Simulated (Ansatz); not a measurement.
# TiSi6Mo: the cost of one run

Computed with Ansatz 0.2.0 (DFT PBE, scalar-relativistic, plane waves, PAW, unless a step names another level, unless a step's input says otherwise).

7 further runs of the same task are left out: 5 that didn't finish, 2 set aside as unsound or not needed.

## 1. The structure to begin with

Symmetry: Amm2, No. 38, orthorhombic system. Conventional cell: a = 3.900 Å, b = 3.438 Å, c = 17.463 Å, α = 90.00°, β = 90.00°, γ = 90.00°. Around Ti (site symmetry mm2) lie 10 Si at 2.60 to 2.75 Å. Si (site symmetry mm2) has 5 Si at 2.39 to 2.60 Å and 2 Ti at 2.60 Å as nearest neighbours. Si (site symmetry mm2) is surrounded by 5 Si at 2.39 to 2.61 Å and 2 Mo at 2.55 Å. Si (site symmetry mm2) is surrounded by 5 Si at 2.33 to 2.61 Å and 2 Mo at 2.52 Å. Si (site symmetry mm2) is surrounded by 5 Si at 2.33 to 2.60 Å and 2 Ti at 2.65 Å. Si (site symmetry mm2) has 4 Si at 2.48 to 2.83 Å and 4 Mo at 2.67 Å and 2 Ti at 2.75 Å as nearest neighbours. Si (site symmetry mm2) is surrounded by 2 Si at 2.48 Å and 4 Ti at 2.67 Å and 2 Mo at 2.74 Å. Around Mo (site symmetry mm2) lie 10 Si at 2.52 to 2.74 Å.

Coordinates:

```xyz
8
Lattice="3.8999 0.0000 0.0000 0.0000 1.7188 8.7316 0.0000 -1.7188 8.7316" Properties=species:S:1:pos:R:3 pbc="T T T"
Ti    0.0000    0.0000   16.1174
Si    0.0000    0.0000    5.4345
Si    0.0000    0.0000    3.0487
Si    1.9499    0.0000   11.9833
Si    1.9499    0.0000   14.3181
Si    0.0000    0.0000    9.5374
Si    1.9499    0.0000    8.0076
Mo    1.9499    0.0000    1.4061
```

It came out lowest among 17 distinct ends of the trial cells. At a tolerance of 0.05 Å it has space group Amm2 (No. 38).

## 2. Relaxing to 0.001 eV/Å, on the response runs' mesh and smearing

Input file input.yaml:

```yaml
crystal:
  lattice:
    - [3.8998842239, 0.0, 0.0]
    - [0.0, 1.7188120724, 8.7316495864]
    - [0.0, -1.7188120724, 8.7316495864]
  atoms:
    - { symbol: Ti, position: [0.0, 0.9229307264, 0.9229307264] }
    - { symbol: Si, position: [0.0, 0.3111975488, 0.3111975488] }
    - { symbol: Si, position: [0.0, 0.174579946, 0.174579946] }
    - { symbol: Si, position: [0.5, 0.6861971255, 0.6861971255] }
    - { symbol: Si, position: [0.5, 0.8198965696, 0.8198965696] }
    - { symbol: Si, position: [0.0, 0.5461394172, 0.5461394172] }
    - { symbol: Si, position: [0.5, 0.4585387412, 0.4585387412] }
    - { symbol: Mo, position: [0.5, 0.0805199254, 0.0805199254] }
basis:
  ecutwfc: 420
kpoints:
  mp_grid: { grid: [8, 10, 10] }
hamiltonian:
  xc: pbe
scf:
  occupations: { method: gaussian, width: 0.1 }
output:
  forces: true
  stress: true
  eigenvalues: true
relax:
  adjacent_minimum: "off"
  f_tol: 0.001
  max_steps: 60
  cell: { stress_tol: 0.01 }
```

Started as:

```sh
ansatz run input.yaml --threads 3 --pin off --max-ram 7680MiB --backend cpu --events-out ev --progress --plain --runs-dir out
```

What time and memory should one allow on 3 threads of Intel Xeon at 2.70GHz, shared host?

About 98 s, with a peak of 0.81 GiB.
